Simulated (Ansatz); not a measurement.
**FH9O3Si3Sn: a ladder of functionals and wavefunction methods**

How much do the methods differ for FH9O3Si3Sn? The plan is to run it at one geometry with functionals of several rungs and with coupled cluster. The yardstick is the atomisation energy at the CCSD(T) limit.

Program: Ansatz 0.2.0, Gaussian basis. Level of theory: functionals in def2-TZVPP, the program's frozen cores in correlated methods. These are calculated values, not measurements.

Plan: LDA (SPW92), PBE-D4, revPBE-D4, BLYP-D4, r2SCAN-D4, B97M-V, PBE0-D4, B3LYP-D4, r2SCANh-D4, r2SCAN0-D4, HSE06-D4, BHLYP-D4, CAM-B3LYP-D4, LC-ωPBE, ωB97X-V, ωB97M-V, B2PLYP, PBE-QIDH; CCSD(T)/def2-SVP; CCSD(T)/def2-TZVPP; MP2/def2-QZVPP; extrapolation to the limit; RPA on PBE.

### 1 The geometry

All runs share one geometry, relaxed beforehand with PBE0-D4 in a triple-zeta def2 set. Sn takes the def2 core potential; no spin-orbit term is included.

SMILES `[F][Sn]([O][SiH3])([O][SiH3])[O][SiH3]`, 17 atoms, charge 0, spin multiplicity 1.

Atoms are counted from 1 here; the program's logs count them from 0.

Bond lengths: F1–Sn2 1.898 Å, Sn2–O3 1.913 Å, Sn2–O5 1.917 Å, Sn2–O7 1.909 Å, O3–Si4 1.648 Å, Si4–H9 1.485 Å, Si4–H10 1.483 Å, Si4–H11 1.487 Å, O5–Si6 1.647 Å, Si6–H12 1.489 Å, Si6–H13 1.484 Å, Si6–H14 1.483 Å, O7–Si8 1.648 Å, Si8–H15 1.486 Å, Si8–H16 1.482 Å, Si8–H17 1.486 Å. Angles: F1–Sn2–O3 107.2°, F1–Sn2–O5 109.0°, F1–Sn2–O7 109.1°, O3–Sn2–O5 111.8°, O3–Sn2–O7 110.8°, O5–Sn2–O7 108.8°, Sn2–O3–Si4 136.1°, O3–Si4–H9 110.5°, O3–Si4–H10 107.1°, O3–Si4–H11 110.4°, H9–Si4–H10 109.9°, H9–Si4–H11 109.1°, H10–Si4–H11 109.8°, Sn2–O5–Si6 135.3°, O5–Si6–H12 110.2°, O5–Si6–H13 109.1°, O5–Si6–H14 109.0°, H12–Si6–H13 109.2° and more.

### 2 LDA

This LDA is Slater exchange with PW92 correlation.

in.yaml

```yaml
crystal:
  periodic: [false, false, false]
  atoms:
    - {symbol: F, position_ang: [1.358201, -1.455787, -1.373760]}
    - {symbol: Sn, position_ang: [0.276473, -0.101674, -0.600033]}
    - {symbol: O, position_ang: [-1.518216, -0.763851, -0.559472]}
    - {symbol: Si, position_ang: [-2.244030, -2.235121, -0.714390]}
    - {symbol: O, position_ang: [0.930316, 0.291306, 1.158777]}
    - {symbol: Si, position_ang: [0.840786, -0.438824, 2.632116]}
    - {symbol: O, position_ang: [0.393184, 1.477323, -1.665665]}
    - {symbol: Si, position_ang: [1.078788, 2.964847, -1.482954]}
    - {symbol: H, position_ang: [-2.210503, -2.686143, -2.128903]}
    - {symbol: H, position_ang: [-3.649361, -2.077636, -0.268268]}
    - {symbol: H, position_ang: [-1.557112, -3.245031, 0.133437]}
    - {symbol: H, position_ang: [0.132341, -1.743179, 2.517729]}
    - {symbol: H, position_ang: [0.097003, 0.441514, 3.567358]}
    - {symbol: H, position_ang: [2.214642, -0.665869, 3.143498]}
    - {symbol: H, position_ang: [2.525288, 2.838145, -1.166103]}
    - {symbol: H, position_ang: [0.903107, 3.686093, -2.766076]}
    - {symbol: H, position_ang: [0.409990, 3.713285, -0.387190]}
basis:
  gaussian: {orbitals: def2-TZVPP}
hamiltonian: {xc: lda}
output: {orbitals: {seedname: orbitals}}
```

Command:

```bash
> ansatz run in.yaml --threads 4 --pin off --events-out ev --progress --plain --max-ram 66560MiB --backend cuda --devices 0, --max-vram 37GiB
```

The runs that follow: PBE-D4 (GGA); revPBE-D4 (GGA); BLYP-D4 (GGA); r2SCAN-D4 (meta-GGA); B97M-V (meta-GGA); B3LYP-D4 (hybrid); r2SCANh-D4 (hybrid); r2SCAN0-D4 (hybrid); HSE06-D4 (hybrid); BHLYP-D4 (hybrid); CAM-B3LYP-D4 (range-separated); LC-ωPBE (range-separated); ωB97X-V (range-separated); ωB97M-V (range-separated); B2PLYP (double hybrid); PBE-QIDH (double hybrid); CCSD(T) in def2-SVP; CCSD(T) in def2-TZVPP; MP2 in def2-QZVPP; RPA on PBE orbitals.

**Question.** What will the summary of the whole plan be? Wanted: atomisation energy, CCSD(T)/CBS; farthest beyond LDA; mean size of error, GGA; mean size of error, meta-GGA; mean size of error, hybrid; mean size of error, range-separated; mean size of error, double hybrid; gap, smallest and largest; T1 diagnostic.

As calculated:

```
                               quantity                                      value
        atomisation energy, CCSD(T)/CBS                              5802.3 kJ/mol
 functionals within 58.0 kJ/mol (1.0 %)              B97M-V, CAM-B3LYP-D4, ωB97X-V
                    farthest beyond LDA                   BHLYP-D4 (-243.7 kJ/mol)
                mean size of error, GGA                               152.7 kJ/mol
           mean size of error, meta-GGA                                59.2 kJ/mol
             mean size of error, hybrid                               176.7 kJ/mol
    mean size of error, range-separated                                67.1 kJ/mol
      mean size of error, double hybrid                               162.1 kJ/mol
              gap, smallest and largest  3.90 eV (LDA (SPW92)), 11.80 eV (LC-ωPBE)
                          T1 diagnostic                                     0.0139
triples share of the correlation energy                                      3.3 %
```

In words: LDA overbinds by 653.5 kJ/mol (11 %). PBE-D4 misses by -101.0 kJ/mol. Double hybrids carry the basis error of their MP2 part in triple zeta, and no dispersion term here, so their miss is partly the set-up's. By mean error the best rung here is meta-GGA (59.2 kJ/mol) and the worst beyond LDA is hybrid (176.7 kJ/mol). double hybrid functionals lie within the reference's doubt of that worst mean (162.1 kJ/mol), so those two tie. The gap between the best rungs is small, so their order is not settled. The mean of the hybrids holds BHLYP, with half exact exchange. The reference freezes the cores and leaves out spin-orbit coupling and excitations past (T), and its outer-core shells are covered unevenly, so misses under about 58.0 kJ/mol can't be ranked. All levels share the lack of spin-orbit coupling, which lowers the free heavy atoms and so the true binding. Hartree-Fock recovers 71 % of the binding; the rest is correlation. CCSD(T) in def2-SVP is off by -529.9 kJ/mol, worse than the median functional, from the basis alone. Orbital gaps span 3.9 to 11.8 eV; exact exchange widens them. Correlated methods include outer-core shells of Sn, which these sets cover unevenly.
